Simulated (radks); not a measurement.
**Fractional charge and spin in the 5p shell of samarium**

One table from this session's results is given with a row withheld; the runs are named, their logs left out.

The numbers are computed with radks (a radial shooting solver on a logarithmic mesh, Libxc functionals) version 1 (scalar-relativistic Kohn-Sham, PBEsol, spin-polarised, spherical densities, finite nucleus), except any that are marked as measured or tabulated.

## Starting point

- element: samarium (Z = 62)
- configuration: [Kr] 4d10 4f(up 3, down 3) 5s2 6s(up 0.5, down 0.5) 5p(up 3, down 3)
- nuclear rms radius: 5.0819 fm

A shell typed twice in an input gives spin up, then spin down.

Set-up of the first run:

Settings of this run:

```text
Z 62
configuration [Kr] 4d10 4f3 4f3 5s2 6s0.5 6s0.5 5p3 5p3
relativity scalar-relativistic
functional pbe_sol,pbe_sol
spin polarised
nucleus finite rms 5.0819 fm
c 137.035999084
```

Among the steps run: 5p: up 3, down 3.

One of the session's tables, all rows but one given; the rest of the session is left out.

It belongs to the step «5p: up 3, down 3». From the orbitals of this run (lengths in bohr):

```
level     <r>  outermost maximum (interpolated)  90 % within  nodes
   3d  0.2310                             0.188        0.360      0
   4s       ?                                 ?            ?      ?
   4p  0.6134                             0.563        0.892      2
   4d  0.6710                             0.587         1.01      1
   5s   1.409                              1.26         2.03      4
   5p   1.656                              1.43         2.43      3
   4f   1.006                             0.614         1.78      0
   6s   3.897                              3.43         5.65      5
```

**Question.** Estimate the row for 4s.

The run gave: <r>: 0.5793; outermost maximum (interpolated): 0.539; 90 % within: 0.832; nodes: 3. In the column «<r>» it lies between 3d (0.2310) and 4p (0.6134).
